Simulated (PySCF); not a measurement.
**ClH7SSi3: geometry, spin-spin couplings**

Wanted: the spin-spin couplings of ClH7SSi3 (`[SiH3][SiH2]S[SiH2]Cl`), by calculation.

The runs use PySCF 2.14.0, with density-fitted response routines of our own; the level of theory stands in each step. All values are computed, except where a source is named. Atoms count from 0, in the outputs and in this text.

## 1. The starting structure

12 atoms, charge 0, multiplicity 1; geometry from: GFN2-xTB. The atoms were then displaced at random by about 0.01 Å, so the start is not that level's minimum.

Bonds of the start (Å): Si0–Si1 2.28, Si1–S2 2.18, S2–Si3 2.16, Si3–Cl4 2.02, Si0–H5 1.48, Si0–H6 1.48, Si0–H7 1.46, Si1–H8 1.48, Si1–H9 1.45, Si3–H10 1.41, Si3–H11 1.46.

## 2. Relaxing the molecule at PBE0-D3(BJ)/def2-SVP

What the job is given:

```
{"job": {"xc": "PBE0", "basis": "def2-SVP", "d3": "d3bj", "grid": 1, "shake": 0.01, "kind": "geom"}, "charge": 0, "multiplicity": 1}
Si    -1.943160     0.335260     0.172080
Si    -0.505120    -1.436580     0.172040
S      1.279330    -1.009270    -1.000290
Si     2.168640     0.773810    -0.175720
Cl     1.870980     0.856590     1.819090
H     -1.584830     1.403120     1.128180
H     -2.040170     1.008760    -1.143280
H     -3.287260    -0.101720     0.525220
H      0.006380    -1.830090     1.505270
H     -0.931840    -2.645560    -0.507120
H      3.540550     0.690020    -0.472800
H      1.466180     1.927390    -0.737550
```

Run with:

```console
OMP_NUM_THREADS=1 python probes_run.py task.json out
```

This one command runs all jobs of the session in turn.

The log of the run:

```text
step   0  E = -1729.96754040  max force = 0.038196
step   1  E = -1729.97746274  max force = 0.007831
step   2  E = -1729.97828899  max force = 0.002353
step   3  E = -1729.97862070  max force = 0.002159
step   4  E = -1729.97884057  max force = 0.002414
step   5  E = -1729.97894158  max force = 0.001272
step   6  E = -1729.97899398  max force = 0.000384
step   7  E = -1729.97900729  max force = 0.000437
optimisation converged
```

Wall time 62 s (1 thread of Arm Neoverse V1, shared host); peak memory 0.53 GiB.

Relaxation path:

| step | energy from step 0 (eV) | largest force component (eV/Å) |
| --- | --- | --- |
| 0 | 0.0000 | 1.9641 |
| 1 | -0.2700 | 0.4027 |
| 2 | -0.2925 | 0.1210 |
| 3 | -0.3015 | 0.1110 |
| 4 | -0.3075 | 0.1241 |
| 5 | -0.3102 | 0.0654 |
| 6 | -0.3117 | 0.0197 |
| 7 | -0.3120 | 0.0225 |

Close pairs (by a distance rule), those that changed most:

| bond | before (Å) | after (Å) | change (Å) |
| --- | --- | --- | --- |
| Si3–H10 | 1.406 | 1.486 | +0.079 |
| Si0–Si1 | 2.282 | 2.350 | +0.068 |
| Si3–Cl4 | 2.019 | 2.072 | +0.053 |
| Si1–H9 | 1.451 | 1.493 | +0.042 |
| Si0–H7 | 1.457 | 1.495 | +0.038 |
| S2–Si3 | 2.156 | 2.129 | -0.028 |
| Si3–H11 | 1.463 | 1.488 | +0.025 |
| Si0–H5 | 1.477 | 1.493 | +0.016 |

The end geometry stands in the next job.

| at the end point | value |
| --- | --- |
| point group (found at 0.08 Å tolerance) | C1 |
| rotational constants (GHz, main isotopes) | 1.770, 1.067, 0.836 |
| dipole moment (D) | 1.08 |

## 3. Indirect couplings: B3LYP/cc-pVTZ

What the job is given:

```
{"job": {"kind": "j", "xc": "B3LYP", "basis": "cc-pVTZ"}, "charge": 0, "multiplicity": 1}
Si    -1.801905     0.397856     0.093823
Si    -0.406255    -1.489341     0.198252
S      1.470584    -1.182650    -0.848664
Si     1.982186     0.758755    -0.141433
Cl     1.930302     0.850992     1.927796
H     -1.303988     1.461435     1.015694
H     -1.827582     0.917337    -1.306731
H     -3.183323    -0.002696     0.502332
H     -0.148022    -1.888828     1.613202
H     -1.035828    -2.636658    -0.519687
H      3.363265     1.033960    -0.614414
H      1.024972     1.789033    -0.627837
```

With the program's defaults for keys left out, this is: B3LYP/cc-pVTZ indirect spin-spin coupling, non-relativistic, gas phase.

The log of the run:

```text
coarse grid: 12464 points
cycle   1  E = -1731.2873886771  dE =  4.610e-02  |g| = 3.653e-01  |ddm| = 5.889e+00
cycle   2  E = -1731.2686648834  dE =  1.872e-02  |g| = 4.385e-01  |ddm| = 1.364e+00
cycle   3  E = -1731.3205371493  dE = -5.187e-02  |g| = 5.456e-02  |ddm| = 7.140e-01
cycle   4  E = -1731.3213163347  dE = -7.792e-04  |g| = 2.107e-02  |ddm| = 1.037e-01
cycle   5  E = -1731.3214510529  dE = -1.347e-04  |g| = 3.983e-03  |ddm| = 3.599e-02
cycle   6  E = -1731.3214552551  dE = -4.202e-06  |g| = 1.046e-03  |ddm| = 8.051e-03
final grid: 96880 points
cycle   7  E = -1731.3418941930  dE = -1.078e-05  |g| = 2.390e-03  |ddm| = 3.856e-02
cycle   8  E = -1731.3418938559  dE =  3.372e-07  |g| = 2.422e-03  |ddm| = 7.154e-03
cycle   9  E = -1731.3418953806  dE = -1.525e-06  |g| = 3.988e-04  |ddm| = 4.019e-03
cycle  10  E = -1731.3418954268  dE = -4.618e-08  |g| = 1.010e-04  |ddm| = 6.755e-04
cycle  11  E = -1731.3418954299  dE = -3.106e-09  |g| = 1.669e-05  |ddm| = 1.883e-04
cycle  12  E = -1731.3418954300  dE = -8.322e-11  |g| = 7.284e-06  |ddm| = 4.218e-05
converged SCF energy = -1731.3418954300

Indirect spin-spin couplings (Hz)
  i      j    bonds     total        FC       PSO       DSO        SD
  0 Si   1 Si   1     63.419    61.929    -1.195     0.042     2.643
  0 Si   2 S    2      0.433     0.262     0.220     0.002    -0.051
  0 Si   3 Si   3      5.361     5.381    -0.029     0.017    -0.009
  0 Si   5 H    1   -160.677  -160.847     0.321    -0.211     0.060
  0 Si   6 H    1   -158.455  -158.640     0.305    -0.190     0.071
  0 Si   7 H    1   -153.941  -154.169     0.312    -0.168     0.083
  0 Si   8 H    2    -13.802   -13.961     0.108     0.097    -0.046
  0 Si   9 H    2     -8.448    -8.628     0.129     0.105    -0.054
  0 Si  11 H    4     -0.425    -0.331     0.070    -0.219     0.056
  1 Si   2 S    1     20.882    20.319     2.315    -0.020    -1.732
  1 Si   3 Si   2     -3.933    -3.842    -0.026     0.011    -0.077
  1 Si   5 H    2     -6.159    -6.264     0.128     0.060    -0.083
  1 Si   6 H    2     -5.088    -5.190     0.115     0.066    -0.080
  1 Si   7 H    2    -12.505   -12.561     0.072     0.071    -0.087
  1 Si   8 H    1   -173.269  -173.547     0.642    -0.319    -0.044
  1 Si   9 H    1   -164.399  -164.635     0.537    -0.297    -0.003
  1 Si  10 H    3     -5.776    -5.975    -0.062     0.273    -0.012
  1 Si  11 H    3     -1.728    -1.850     0.095    -0.021     0.048
  2 S    3 Si   1     27.970    23.774     5.227    -0.023    -1.008
  2 S    5 H    3     -0.005     0.046    -0.021    -0.029         -
  2 S    6 H    3      0.130     0.162    -0.043     0.011         -
  2 S    7 H    3      0.347     0.466    -0.038    -0.081         -
  2 S    8 H    2      2.154     2.126     0.065    -0.037         -
  2 S    9 H    2      9.246     9.187     0.079    -0.020         -
  2 S   10 H    2     10.491    10.685    -0.163    -0.031         -
  2 S   11 H    2      1.416     1.682    -0.223    -0.043         -
  3 Si   5 H    4     -0.611    -0.571     0.071    -0.159     0.048
  3 Si   6 H    4     -0.388    -0.362     0.029    -0.076     0.021
  3 Si   7 H    4     -3.155    -3.293    -0.049     0.172     0.015
  3 Si   8 H    3     -0.630    -0.725     0.032     0.033     0.030
  3 Si   9 H    3     -8.348    -8.522    -0.066     0.250    -0.010
  3 Si  10 H    1   -210.253  -210.680     0.963    -0.365    -0.170
  3 Si  11 H    1   -209.389  -209.715     0.888    -0.407    -0.156
  5 H    6 H    2      1.883     2.811     0.790    -1.718         -
  5 H    7 H    2      1.243     2.197     0.826    -1.780         -
  5 H    8 H    3     -1.198    -1.259     0.041     0.021         -
  5 H    9 H    3     10.303    11.321     0.653    -1.670         -
  5 H   10 H    5     -0.208     0.295     0.358    -0.862         -
  5 H   11 H    5      1.927     0.904    -0.789     1.812         -
  6 H    7 H    2      1.210     2.208     0.863    -1.860         -
  6 H    8 H    3      9.817    10.839     0.664    -1.685         -
  6 H    9 H    3     -1.220    -1.053     0.202    -0.369         -
  6 H   10 H    5     -0.271     0.081     0.277    -0.629         -
  6 H   11 H    5      1.044     0.174    -0.682     1.553         -
  7 H    8 H    3     -1.003    -0.832     0.204    -0.374         -
  7 H    9 H    3     -0.569    -0.597     0.089    -0.061         -
  7 H   10 H    5     -0.537     0.116     0.478    -1.131         -
  7 H   11 H    5     -0.205     0.297     0.318    -0.821         -
  8 H    9 H    2      5.762     6.600     0.714    -1.552         -
  8 H   10 H    4     -0.827    -0.183     0.490    -1.135         -
  8 H   11 H    4     -0.532    -0.114     0.362    -0.780         -
  9 H   10 H    4      2.969     3.713     0.565    -1.308         -
  9 H   11 H    4     -0.784    -0.227     0.413    -0.970         -
 10 H   11 H    2     18.817    19.771     0.708    -1.663         -
```

Wall time 90 s (1 thread of Arm Neoverse V1, shared host); peak memory 1.1 GiB.

The basis is not made for couplings: without tight functions at the nuclei these values are rough.

Beyond four bonds or across contacts, the largest of 1 Hz or more: H5–H11 1.9 Hz, H6–H11 1.0 Hz.

A choice of the couplings up to four bonds, sorted by the number of bonds, with means over like pairs; isotopes 1H, 33S, 29Si:

| pair | bonds | J (Hz) | Fermi contact (Hz) | dihedral (°) |
| --- | --- | --- | --- | --- |
| Si3–H10 | 1 | -209.8 | -210.2 | – |
| Si1–H8 | 1 | -168.8 | -169.1 | – |
| Si0–H5 | 1 | -157.7 | -157.9 | – |
| Si0–Si1 | 1 | 63.4 | 61.9 | – |
| S2–Si3 | 1 | 28.0 | 23.8 | – |
| Si1–S2 | 1 | 20.9 | 20.3 | – |
| H10–H11 | 2 | 18.8 | 19.8 | – |
| Si0–H8 | 2 | -11.1 | -11.3 | – |
| Si1–H5 | 2 | -7.9 | -8.0 | – |
| S2–H10 | 2 | 6.0 | 6.2 | – |
| H8–H9 | 2 | 5.8 | 6.6 | – |
| S2–H8 | 2 | 5.7 | 5.7 | – |
| Si1–Si3 | 2 | -3.9 | -3.8 | – |
| H5–H6 | 2 | 1.4 | 2.4 | – |
| Si0–Si3 | 3 | 5.4 | 5.4 | 45 |
| Si3–H8 | 3 | -4.5 | -4.6 | – |
| Si1–H10 | 3 | -3.8 | -3.9 | – |
| H5–H8 | 3 | 2.7 | 3.1 | – |
| Si3–H5 | 4 | -1.4 | -1.4 | – |
| H8–H11 | 4 | 1.2 | 1.8 | – |

Means hide unlike values in this fixed geometry: Si1–H5 from -12.5 to -5.1 Hz; S2–H10 from 1.4 to 10.5 Hz; S2–H8 from 2.2 to 9.2 Hz. They hold only if the pairs exchange fast.

The spin-dipole term was solved for some atoms only; pairs without it lack that part.

The response was solved for the nuclei of H, Si alone, so couplings that need other nuclei can be missing.

Quadrupole couplings from the field gradients of the same density:

| atom | isotope | eQq/h (MHz) | η |
| --- | --- | --- | --- |
| Cl4 | 35Cl | -38.5 | 0.08 |
| S2 | 33S | 24.4 | 0.55 |

## 4. Spin-spin couplings: B3LYP/6-31G*

Same as in step 3 but for these lines:

```diff
@@ -1,2 +1,2 @@
-{"job": {"kind": "j", "xc": "B3LYP", "basis": "cc-pVTZ"}, "charge": 0, "multiplicity": 1}
+{"job": {"kind": "j", "xc": "B3LYP", "basis": "6-31G*"}, "charge": 0, "multiplicity": 1}
 Si    -1.801905     0.397856     0.093823
```

Method: B3LYP/6-31G* indirect spin-spin coupling, non-relativistic, gas phase.

The log of the run:

```text
coarse grid: 12464 points
cycle   1  E = -1731.2129559504  dE =  7.230e-02  |g| = 3.402e-01  |ddm| = 3.100e+00
cycle   2  E = -1731.1949308818  dE =  1.803e-02  |g| = 4.114e-01  |ddm| = 1.123e+00
cycle   3  E = -1731.2517385543  dE = -5.681e-02  |g| = 2.774e-02  |ddm| = 6.690e-01
cycle   4  E = -1731.2519495406  dE = -2.110e-04  |g| = 1.523e-02  |ddm| = 7.081e-02
cycle   5  E = -1731.2520331958  dE = -8.366e-05  |g| = 2.383e-03  |ddm| = 2.852e-02
cycle   6  E = -1731.2520350559  dE = -1.860e-06  |g| = 6.242e-04  |ddm| = 4.749e-03
final grid: 96880 points
cycle   7  E = -1731.1583289101  dE = -2.415e-06  |g| = 2.021e-03  |ddm| = 1.268e-02
cycle   8  E = -1731.1583286386  dE =  2.715e-07  |g| = 2.201e-03  |ddm| = 6.355e-03
cycle   9  E = -1731.1583302663  dE = -1.628e-06  |g| = 1.811e-04  |ddm| = 3.500e-03
cycle  10  E = -1731.1583302769  dE = -1.054e-08  |g| = 4.061e-05  |ddm| = 3.455e-04
cycle  11  E = -1731.1583302775  dE = -5.880e-10  |g| = 8.528e-06  |ddm| = 7.843e-05
converged SCF energy = -1731.1583302775

Indirect spin-spin couplings (Hz)
  i      j    bonds     total        FC       PSO       DSO        SD
  0 Si   1 Si   1     69.965    68.477    -1.117     0.042     2.562
  0 Si   2 S    2      0.385     0.271     0.159     0.002    -0.047
  0 Si   3 Si   3      3.861     3.863    -0.007     0.017    -0.013
  0 Si   5 H    1   -187.999  -188.036     0.697    -0.240    -0.420
  0 Si   6 H    1   -186.741  -186.827     0.722    -0.220    -0.416
  0 Si   7 H    1   -180.159  -180.231     0.668    -0.197    -0.399
  0 Si   8 H    2    -11.845   -11.853    -0.039     0.094    -0.046
  0 Si   9 H    2     -6.736    -6.764    -0.026     0.101    -0.047
  0 Si  11 H    4     -0.394    -0.221    -0.013    -0.218     0.057
  1 Si   2 S    1     13.129    12.463     2.352    -0.020    -1.665
  1 Si   3 Si   2     -2.996    -2.922    -0.009     0.011    -0.076
  1 Si   5 H    2     -4.895    -4.845    -0.029     0.057    -0.078
  1 Si   6 H    2     -3.718    -3.682    -0.029     0.063    -0.070
  1 Si   7 H    2     -9.867    -9.805    -0.066     0.068    -0.063
  1 Si   8 H    1   -201.600  -201.838     1.078    -0.348    -0.492
  1 Si   9 H    1   -189.678  -189.903     1.008    -0.326    -0.456
  1 Si  10 H    3     -5.835    -6.042    -0.050     0.270    -0.012
  1 Si  11 H    3     -1.652    -1.671    -0.006    -0.023     0.049
  2 S    3 Si   1     19.028    14.691     5.305    -0.023    -0.945
  2 S    5 H    3      0.045     0.026     0.048    -0.029         -
  2 S    6 H    3      0.206     0.177     0.018     0.012         -
  2 S    7 H    3      0.371     0.452    -0.001    -0.080         -
  2 S    8 H    2      1.974     1.875     0.135    -0.035         -
  2 S    9 H    2      8.069     7.999     0.089    -0.018         -
  2 S   10 H    2      8.980     9.186    -0.177    -0.029         -
  2 S   11 H    2      1.282     1.461    -0.138    -0.041         -
  3 Si   5 H    4     -0.631    -0.591     0.072    -0.159     0.048
  3 Si   6 H    4     -0.527    -0.514     0.042    -0.077     0.022
  3 Si   7 H    4     -2.794    -2.966    -0.013     0.170     0.016
  3 Si   8 H    3     -0.712    -0.802     0.028     0.031     0.031
  3 Si   9 H    3     -8.446    -8.647    -0.037     0.248    -0.010
  3 Si  10 H    1   -231.519  -231.633     1.083    -0.393    -0.577
  3 Si  11 H    1   -233.316  -233.399     1.053    -0.434    -0.536
  5 H    6 H    2      0.690     2.088     0.245    -1.643         -
  5 H    7 H    2     -0.038     1.400     0.266    -1.704         -
  5 H    8 H    3     -1.052    -1.062    -0.029     0.039         -
  5 H    9 H    3      9.730    11.055     0.321    -1.646         -
  5 H   10 H    5     -0.369     0.293     0.189    -0.851         -
  5 H   11 H    5      2.469     1.116    -0.449     1.802         -
  6 H    7 H    2     -0.059     1.436     0.290    -1.785         -
  6 H    8 H    3      9.122    10.452     0.331    -1.661         -
  6 H    9 H    3     -1.300    -1.018     0.066    -0.349         -
  6 H   10 H    5     -0.395     0.085     0.139    -0.619         -
  6 H   11 H    5      1.524     0.364    -0.381     1.541         -
  7 H    8 H    3     -1.118    -0.833     0.067    -0.353         -
  7 H    9 H    3     -0.396    -0.353    -0.002    -0.041         -
  7 H   10 H    5     -0.785     0.080     0.254    -1.118         -
  7 H   11 H    5     -0.322     0.324     0.166    -0.812         -
  8 H    9 H    2      4.935     6.196     0.217    -1.479         -
  8 H   10 H    4     -1.088    -0.217     0.249    -1.120         -
  8 H   11 H    4     -0.724    -0.127     0.166    -0.764         -
  9 H   10 H    4      2.571     3.558     0.308    -1.294         -
  9 H   11 H    4     -0.959    -0.212     0.209    -0.956         -
 10 H   11 H    2     19.109    20.469     0.230    -1.590         -
```

Wall time 20 s (1 thread of Arm Neoverse V1, shared host); peak memory 0.75 GiB.

This basis has no tight s functions, so the Fermi-contact terms are rough.

Key values: J(Si3,H10) -232.4 Hz, J(Si1,H8) -195.6 Hz, J(Si0,H5) -185.0 Hz (means over like pairs).

## 5. Side by side: spin-spin couplings

Couplings (Hz), each a mean over the pairs like the one named, with basis size and wall time:

| run | Si3–H10 | Si1–H8 | Si0–H5 | Si0–Si1 | S2–Si3 | H10–H11 | Si1–S2 | functions | time |
| --- | --- | --- | --- | --- | --- | --- | --- | --- | --- |
| B3LYP/cc-pVTZ | -209.8 | -168.8 | -157.7 | 63.4 | 28.0 | 18.8 | 20.9 | 268 | 90 s |
| B3LYP/6-31G* | -232.4 | -195.6 | -185.0 | 70.0 | 19.0 | 19.1 | 13.1 | 104 | 20 s |

## 6. Results

| quantity | value |
| --- | --- |
| point group | C1 |
| rotational constants (main isotopes) | 1.77, 1.07, 0.84 GHz |
| largest coupling of the table (B3LYP/cc-pVTZ) | ¹J(Si,H) Si3–H10, -209.8 Hz (mean over like pairs) |
| range of J(Si3,H10), mean over like pairs | -232.4 to -209.8 Hz |

What this shows: The start of the PBE0/def2-SVP relaxation was shaken at random by about 0.01 Å, so part of the energy gained, and of the first lengths quoted, undoes that. Over 7 steps the energy fell by 0.312 eV; of the close pairs, Si3–H10 changed most, 1.406 to 1.486 Å. Of the pairs tabulated at B3LYP/cc-pVTZ, Si3–H10 (mean over like pairs) couples most strongly (-209.8 Hz; Fermi contact -210.2 Hz). Couplings across rotatable bonds belong to this one conformer; where others are populated, the observed values are averages. The coupling Si3–H10, as a mean over pairs of its kind, runs from -232.4 Hz (B3LYP/6-31G*) to -209.8 Hz (B3LYP/cc-pVTZ). Couplings from bases without tight functions are rough.
